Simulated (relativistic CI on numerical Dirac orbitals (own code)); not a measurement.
# Tb XVI (Tb¹⁵⁺): levels and lines

What are the lowest levels and the strongest lines of Tb¹⁵⁺? One CI run answers it; runs with one setting changed show what the result hangs on.

Program: relativistic CI on numerical Dirac orbitals (own code) version 2. Level of theory: Dirac-Coulomb-Breit CI, KLI orbitals optimised for each configuration, model QED (radiative potential, 1s self-energy scaled to tabulated hydrogen-like ionisation energies). These are calculated values, not measurements, unless marked.

### Step 1. The system

```
ion                       : Tb¹⁵⁺ (Tb XVI)
nuclear charge            : 65
electrons                 : 50
isotope                   : A = 159
first configuration typed : [Kr] 4d10 4f4
```

Outer shells as boxes (Hund's rule):

first configuration typed
```
[Kr] core
4d [↑↓][↑↓][↑↓][↑↓][↑↓]
4f [↑ ][↑ ][↑ ][↑ ][  ][  ][  ]
```

### Step 2. Base run

Settings of the run:

```ini
atom Tb  Z=65  charge=15  electrons=50
nucleus A=159  rms_radius_fm=5.0600
hamiltonian dirac-coulomb  breit=on  qed=on  c_scale=1
orbitals kli  potential=per-configuration
slater_scale 1
correlation none
mixing on
configurations
  [Kr] 4d10 4f4
  [Kr] 4d10 4f3 5s
  [Kr] 4d10 4f2 5s2
  [Kr] 4d10 4f2 5s 5p
  [Kr] 4d10 4f3 5p
  [Kr] 4d10 4f2 5p2
  [Kr] 4d10 4f2 5s 5d
  [Kr] 4d10 4f3 5d
  [Kr] 4d10 4f2 5p 5d
  [Kr] 4d9 4f5
  [Kr] 4d9 4f3 5s2
  [Kr] 4d10 4f2 5d2
  [Kr] 4d10 4f3 6s
  [Kr] 4d10 4f3 5f
  [Kr] 4d10 4f3 6p
  [Kr] 4d9 4f4 5s
  [Kr] 4d10 4f3 5g
  [Kr] 4d10 4f3 6d
  [Kr] 4d10 4f3 7s
  [Kr] 4d10 4f3 6f
  [Kr] 4d10 4f3 7p
  [Ar] 3d10 4s2 4p5 4d10 4f3 5s2
  [Ar] 3d10 4s 4p6 4d10 4f3 5s2
end
```

### Step 3. One common potential

Settings: those of step 2 with these lines changed.

```diff
@@ -3,3 +3,3 @@
 hamiltonian dirac-coulomb  breit=on  qed=on  c_scale=1
-orbitals kli  potential=per-configuration
+orbitals kli  potential=mean
 slater_scale 1
```

### Step 4. Non-relativistic limit (c × 1000)

Settings: those of step 3 with these lines changed.

```diff
@@ -2,4 +2,4 @@
 nucleus A=159  rms_radius_fm=5.0600
-hamiltonian dirac-coulomb  breit=on  qed=on  c_scale=1
-orbitals kli  potential=mean
+hamiltonian dirac-coulomb  breit=off  qed=off  c_scale=1000
+orbitals kli  potential=per-configuration
 slater_scale 1
```

(Steps that only read results are left out.)

Q: Predict the outcome of this session. Wanted: lowest level; first excitation; lowest level of the other parity; fastest E1 line; ionisation energy.

**Answer**, as computed:

| run | time | mean size of shift, levels followed (cm⁻¹) | lowest level | ionisation energy (eV) |
| --- | --- | --- | --- | --- |
| main run | 16 s | 0 | 4f4 5I4 | 317.76 |
| one common potential | 14 s | 225 | 4f4 5I4 | - |
| non-relativistic limit (c × 1000) | 11 s | 7252 | 4f4 5I4 | - |

The tabulated theoretical ionisation energy (NIST) is 325 eV.

| quantity | value |
| --- | --- |
| lowest level | 4f4 5I4 |
| first excitation | 4f4 5I5, 3550.7 cm⁻¹ |
| lowest level of the other parity | 4f3 5s 5I°4, 45642 cm⁻¹ |
| levels in the model | 9614 |
| fastest E1 line (by rate) to the lowest level among the lowest 400 of 9614 levels | 28.02 nm, from 4f2 5s 5p 5H°4 + 5G° |
| ionisation energy | 317.76 eV |
| ionisation energy, tabulated theoretical (NIST) | 325 eV |

In words: The lowest level is 4f4 5I4, 96 % pure in LS and 39 % in jj coupling; over the low levels the means are 87 and 51 %, so LS coupling describes them better. The ionisation energy agrees with the tabulated theoretical value within its uncertainty of 16 eV. Of the changes tried, the run «non-relativistic limit (c × 1000)» moves the low levels most, by 7252 cm⁻¹ on average. Low levels that differ in the count of f electrons can be misplaced by several ten thousand cm⁻¹. Lifetimes count radiative decay inside the model alone.
